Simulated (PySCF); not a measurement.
# C5H10O2 (ethyl propanoate): the cost of one run

Programs: PySCF 2.14.0, with density-fitted response routines of our own. Each step states its level of theory. These are calculated values for one molecule, in the gas phase or a continuum, unless marked as measured. Atoms count from 0, in the outputs and in this text.

### Step 1. The molecule as given

17 atoms, charge 0, multiplicity 1; geometry from: GFN2-xTB. The atoms were then displaced at random by about 0.01 Å, so the start is not that level's minimum.

Bonds of the start (Å): C0–C1 1.50, C1–O2 1.42, O2–C3 1.38, C3–O4 1.21, C3–C5 1.48, C5–C6 1.53, C0–H7 1.12, C0–H8 1.09, C0–H9 1.10, C1–H10 1.10, C1–H11 1.08, C5–H12 1.09, C5–H13 1.09, C6–H14 1.09, C6–H15 1.08, C6–H16 1.07.

### Step 2. Relaxing the molecule at PBE0-D3(BJ)/def2-SVP

Job settings and geometry (Å):

```
{"job": {"xc": "PBE0", "basis": "def2-SVP", "d3": "d3bj", "grid": 1, "shake": 0.01, "kind": "geom"}, "charge": 0, "multiplicity": 1}
C     -2.639450     0.548690     0.077410
C     -1.789090    -0.103520    -0.975400
O     -0.483860     0.446340    -0.981850
C      0.437780    -0.045840    -0.085250
O      0.143140    -0.941470     0.676170
C      1.736620     0.656380    -0.203700
C      2.683630     0.285020     0.944420
H     -2.670140     1.654150    -0.098190
H     -2.267870     0.383860     1.087130
H     -3.673270     0.178730     0.022000
H     -1.729450    -1.177700    -0.770530
H     -2.159440     0.078100    -1.974320
H      2.149870     0.371630    -1.169080
H      1.541720     1.729720    -0.232590
H      2.235620     0.574810     1.895130
H      3.632010     0.798850     0.830510
H      2.835660    -0.776460     0.968330
```

Started as:

```
OMP_NUM_THREADS=1 python probes_run.py task.json out
```

One launch serves the whole session: the jobs run in the order shown.

Q: Estimate the wall time and peak memory of this first job on 1 thread of AMD EPYC, shared host.

About 2.1 min, with a peak of 0.59 GiB.
